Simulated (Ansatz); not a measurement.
# C₃H₃AlF₂O₂: small, medium and large basis sets

One table from this session's results is given with a row withheld; the runs are named, their logs left out.

The runs use Ansatz 0.2.0, Gaussian basis; one geometry, several basis sets.

Levels to be run: PBE0-D4/def2-SVP; ωB97M-V/def2-SVP; PBE0-D4/def2-QZVPP; ωB97M-V/def2-QZVPP; the functionals' def2-TZVPP values are taken from earlier runs.

**The relaxed structure**

An earlier PBE0-D4 in a triple-zeta def2 set relaxation fixed the geometry.

SMILES `[F][Al-]1([F])[O]C=CC=[O+]1`, 11 atoms, charge 0, spin multiplicity 1.

Atoms are counted from 1 here; the program's logs count them from 0.

Bond lengths: F1–Al2 1.645 Å, Al2–F3 1.646 Å, Al2–O4 1.810 Å, Al2–O8 1.810 Å, O4–C5 1.268 Å, C5–C6 1.389 Å, C5–H9 1.093 Å, C6–C7 1.389 Å, C6–H10 1.080 Å, C7–O8 1.268 Å, C7–H11 1.093 Å. Angles: F1–Al2–F3 118.8°, F1–Al2–O4 109.8°, F1–Al2–O8 109.8°, F3–Al2–O4 109.7°, F3–Al2–O8 109.7°, O4–Al2–O8 96.8°, Al2–O4–C5 125.2°, O4–C5–C6 125.6°, O4–C5–H9 115.5°, C6–C5–H9 118.8°, C5–C6–C7 121.6°, C5–C6–H10 119.2°, C7–C6–H10 119.2°, C6–C7–O8 125.6°, C6–C7–H11 118.8°, O8–C7–H11 115.5°, Al2–O8–C7 125.2°.

Set-up of the first run:

in.yaml

```yaml
crystal:
  periodic: [false, false, false]
  atoms:
    - {symbol: F, position_ang: [-0.735754, -1.987452, 2.043181]}
    - {symbol: Al, position_ang: [0.414215, -1.059488, 1.319319]}
    - {symbol: F, position_ang: [1.963573, -1.147408, 1.866639]}
    - {symbol: O, position_ang: [-0.124918, 0.668488, 1.285238]}
    - {symbol: C, position_ang: [-0.392631, 1.330106, 0.236686]}
    - {symbol: C, position_ang: [-0.323392, 0.847848, -1.063807]}
    - {symbol: C, position_ang: [0.061149, -0.458675, -1.335417]}
    - {symbol: O, position_ang: [0.381967, -1.329344, -0.470615]}
    - {symbol: H, position_ang: [-0.702283, 2.366137, 0.399273]}
    - {symbol: H, position_ang: [-0.575698, 1.504492, -1.883781]}
    - {symbol: H, position_ang: [0.099072, -0.791804, -2.376216]}
basis:
  gaussian: {orbitals: def2-SVP}
hamiltonian: {xc: pbe0, dispersion: d4}
output: {orbitals: {seedname: orbitals}}
```

Launch:

```console
ansatz run in.yaml --threads 4 --pin off --events-out ev --progress --plain --max-ram 11315MiB
```

Among the steps run: PBE0-D4 in def2-SVP; ωB97M-V in def2-SVP; PBE0-D4 in def2-QZVPP; ωB97M-V in def2-QZVPP.

One of the session's tables, all rows but one given; the rest of the session is left out.

It belongs to the step «Density functionals: the series». 

| functional | basis | HOMO (eV) | LUMO (eV) |
| --- | --- | --- | --- |
| PBE0-D4 | def2-SVP | -8.37 | -2.84 |
| PBE0-D4 | def2-TZVPP | ? | ? |
| PBE0-D4 | def2-QZVPP | -8.39 | -2.94 |
| ωB97M-V | def2-SVP | -10.46 | -0.62 |
| ωB97M-V | def2-TZVPP | -10.47 | -0.74 |
| ωB97M-V | def2-QZVPP | -10.50 | -0.80 |

Estimate the missing values for PBE0-D4, def2-TZVPP.

As computed: HOMO (eV): -8.36; LUMO (eV): -2.90. In the column «HOMO (eV)» it is the highest.
